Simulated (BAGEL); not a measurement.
# BH2SClO (SMILES OB(S)Cl): HF/3-21G (density fitting with qzvpp-jkfit)

What is the vertical electron affinity of BH2SClO at HF/3-21G (density fitting with qzvpp-jkfit)? 

Program for the calculation: BAGEL 1.2.2.

1 further run of the same task is left out (set aside as unsound or not needed).

## Step 1: The system as given

BH2SClO: 6 atoms, total charge 0, spin state singlet. As SMILES, `OB(S)Cl`. Geometry: relaxed at PBE0-D4/def2-TZVP. This is one conformer, not always the lowest.

Bond lengths: O1–B2 1.348 Å, B2–S3 1.800 Å, B2–Cl4 1.770 Å, O1–H5 0.962 Å, S3–H6 1.344 Å. Angles: O1–B2–S3 121.5°, O1–B2–Cl4 120.9°, S3–B2–Cl4 117.6°, B2–O1–H5 113.2°, B2–S3–H6 94.9°.

## Step 2: A single-point energy at HF/3-21G (density fitting with qzvpp-jkfit)

Contents of hf.json:

```json
{ "bagel" : [

{
  "title" : "molecule",
  "basis" : "3-21g",
  "df_basis" : "qzvpp-jkfit",
  "angstrom" : "true",
  "geometry" : [
    { "atom" : "O", "xyz" : [    0.301700,    0.908000,   -0.627200 ] },
    { "atom" : "B", "xyz" : [   -0.232300,   -0.218400,   -0.112900 ] },
    { "atom" : "S", "xyz" : [    0.333000,   -0.896100,    1.455800 ] },
    { "atom" : "Cl", "xyz" : [   -1.520700,   -1.084000,   -0.964300 ] },
    { "atom" : "H", "xyz" : [   -0.088300,    1.162600,   -1.468700 ] },
    { "atom" : "H", "xyz" : [    1.248600,    0.063900,    1.671200 ] }
  ]
},
{ "title" : "hf" },
{ "title" : "print", "file" : "orbitals.molden", "orbitals" : "true" }

]}
```

Run with:

```bash
BAGEL_NUM_THREADS=1 BAGEL hf.json > hf.out
```

Standard output:

```text
* using 1 threads per process

  ===============================================================
  ===============================================================

  *** Geometry ***

  { "atom" : "O", "xyz" : [      0.570130,      1.715871,     -1.185236 ] },
  { "atom" : "B", "xyz" : [     -0.438983,     -0.412716,     -0.213350 ] },
  { "atom" : "S", "xyz" : [      0.629279,     -1.693384,      2.751063 ] },
  { "atom" : "Cl", "xyz" : [     -2.873707,     -2.048463,     -1.822263 ] },
  { "atom" : "H", "xyz" : [     -0.166863,      2.196996,     -2.775441 ] },
  { "atom" : "H", "xyz" : [      2.359512,      0.120753,      3.158110 ] },

  Number of auxiliary basis functions:      444

  Since a DF basis is specified, we compute 2- and 3-index integrals:
    o Being stored without compression. Storage requirement is 0.008 GB

  Number of basis functions:       48
  Number of electrons      :       48

    * METHOD: MOLECULE                             0.10

  *** RHF ***

  === Nuclear Repulsion ===
   185.6608348315

      * DIIS with orbital gradients will be used.

  === RHF iteration (3-21g) ===
      0       -953.01102023          0.02332251           0.04
      1       -953.09857519          0.01330198           0.03
      2       -953.12399904          0.00149063           0.03
      3       -953.12473497          0.00040321           0.03
      4       -953.12480026          0.00008239           0.02
      5       -953.12480468          0.00001746           0.02
      6       -953.12480491          0.00000453           0.02
      7       -953.12480492          0.00000122           0.02
      8       -953.12480492          0.00000039           0.03
      9       -953.12480492          0.00000009           0.03
     10       -953.12480492          0.00000003           0.03
     11       -953.12480492          0.00000001           0.03
    * SCF iteration converged.

    * Permanent dipole moment:
           (   -0.347274,    -0.910475,     0.535833) a.u.

    * METHOD: HF                                   0.42

    * METHOD: PRINT                                0.00

  ===============================================================
```

It took 1.3 s on 1 thread of Intel Xeon 6975P-C (Granite Rapids), shared host; peak memory 0.08 GiB.

## Step 3: The doublet anion at the same level

Contents of input.json:

```json
{ "bagel": [

{
  "title": "molecule",
  "basis": "3-21g",
  "df_basis": "qzvpp-jkfit",
  "angstrom": "true",
  "geometry": [
    { "atom": "O", "xyz": [    0.301700,    0.908000,   -0.627200 ] },
    { "atom": "B", "xyz": [   -0.232300,   -0.218400,   -0.112900 ] },
    { "atom": "S", "xyz": [    0.333000,   -0.896100,    1.455800 ] },
    { "atom": "Cl", "xyz": [   -1.520700,   -1.084000,   -0.964300 ] },
    { "atom": "H", "xyz": [   -0.088300,    1.162600,   -1.468700 ] },
    { "atom": "H", "xyz": [    1.248600,    0.063900,    1.671200 ] }
  ]
},
{ "title": "uhf", "charge": -1, "nopen": 1 },
{ "title": "print", "file": "orbitals.molden", "orbitals": "true" }

]}
```

Run with:

```bash
BAGEL_NUM_THREADS=1 BAGEL input.json > input.out
```

Standard output:

```text
* using 1 threads per process

  ===============================================================
  ===============================================================

  *** Geometry ***

  { "atom" : "O", "xyz" : [      0.570130,      1.715871,     -1.185236 ] },
  { "atom" : "B", "xyz" : [     -0.438983,     -0.412716,     -0.213350 ] },
  { "atom" : "S", "xyz" : [      0.629279,     -1.693384,      2.751063 ] },
  { "atom" : "Cl", "xyz" : [     -2.873707,     -2.048463,     -1.822263 ] },
  { "atom" : "H", "xyz" : [     -0.166863,      2.196996,     -2.775441 ] },
  { "atom" : "H", "xyz" : [      2.359512,      0.120753,      3.158110 ] },

  Number of auxiliary basis functions:      444

  Since a DF basis is specified, we compute 2- and 3-index integrals:
    o Being stored without compression. Storage requirement is 0.008 GB

  Number of basis functions:       48
  Number of electrons      :       48

    * METHOD: MOLECULE                             0.10

  *** Open-shell HF ***

  === Nuclear Repulsion ===
   185.6608348315

      * DIIS with orbital gradients will be used.

  === UHF iteration (3-21g) ===
      0       -952.89330003          0.04814045           0.05
      1       -952.99574980          0.02440156           0.05
      2       -953.01356073          0.01376105           0.05
      3       -953.02052451          0.00085881           0.05
      4       -953.02081614          0.00022591           0.05
      5       -953.02085891          0.00007496           0.06
      6       -953.02087535          0.00002155           0.06
      7       -953.02087717          0.00000634           0.05
      8       -953.02087739          0.00000338           0.04
      9       -953.02087746          0.00000108           0.04
     10       -953.02087747          0.00000046           0.04
     11       -953.02087748          0.00000018           0.04
     12       -953.02087748          0.00000009           0.05
     13       -953.02087748          0.00000005           0.06
     14       -953.02087748          0.00000003           0.05
     15       -953.02087748          0.00000001           0.04
     16       -953.02087748          0.00000000           0.04
    * SCF iteration converged.

    * S^2 (UHF) is 0.7622

    * Permanent dipole moment:
           (   -0.084198,    -0.568653,     0.522436) a.u.

    * METHOD: UHF                                  0.94

    * METHOD: PRINT                                0.00

  ===============================================================
```

Wall time 1.9 s (1 thread of Intel Xeon 6975P-C (Granite Rapids), shared host); peak memory 0.08 GiB.

## Step 4: Summary of results

Level: HF/3-21G (density fitting with qzvpp-jkfit).

```
                                         quantity          value
                    singlet BH2SClO: total energy  -953.12480 Eh
                   singlet BH2SClO: dipole moment         2.83 D
                     singlet BH2SClO: HOMO energy      -11.01 eV
                     singlet BH2SClO: LUMO energy        3.85 eV
                   singlet BH2SClO: HOMO–LUMO gap       14.86 eV
                      doublet anion: total energy  -953.02088 Eh
                              doublet anion: ⟨S²⟩          0.762
vertical electron affinity (to the doublet anion)      -2.828 eV
```

**Reading.** The anion lies 2.83 eV (273 kJ/mol) above the neutral: the electron isn't bound at this level, and such a value depends on the basis. Without diffuse functions anions come out too high. Hartree–Fock misses the correlation that binds many anions.
